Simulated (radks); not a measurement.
# Se²⁴⁺ in [He] 2s1 2p6 3d1: an all-electron calculation

An exercise on one series of results from a longer session: the logs are not shown, and one member is left open.

Method: scalar-relativistic Kohn-Sham, SOGGA, spin-polarised, spherical densities, finite nucleus; open shells are filled with parallel spins first. Code: radks (a radial shooting solver on a logarithmic mesh, Libxc functionals) version 1.

**The atom as given**

- element: selenium (Z = 34)
- charge: +24
- electrons: 10
- configuration: [He] 2s1 2p6 3d1
- nuclear rms radius: 4.14 fm

Outer shells as boxes (Hund's rule):

Se²⁴⁺
```
[He] core
2s [↑ ]
2p [↑↓][↑↓][↑↓]
3d [↑ ][  ][  ][  ][  ]
```

The first run:

Input:

```text
Z 34
configuration [He] 2s1 2p6 3d1
relativity scalar-relativistic
functional sogga,pbe
spin polarised
nucleus finite rms 4.14 fm
c 137.035999084
```

Among the steps run: Self-consistent calculation.

One of the session's tables, all rows but one given; the rest of the session is left out.

It belongs to the step «Radial structure». Radial moments (bohr):

| level | <r> | outermost maximum (interpolated) | 90 % within |
| --- | --- | --- | --- |
| 1s up | 0.04404 | 0.0288 | 0.0787 |
| 1s down | ? | ? | ? |
| 2s up | 0.1910 | 0.162 | 0.294 |
| 2s down | 0.1910 | 0.162 | 0.294 |
| 2p up | 0.1659 | 0.130 | 0.269 |
| 2p down | 0.1657 | 0.129 | 0.269 |
| 3d up | 0.3985 | 0.338 | 0.605 |
| 3d down | 0.3993 | 0.339 | 0.607 |

Q: Estimate the row for 1s down from the others.

As computed: <r>: 0.04405; outermost maximum (interpolated): 0.0288; 90 % within: 0.0787. In the column «<r>» it lies between 1s up (0.04404) and 2p down (0.1657).
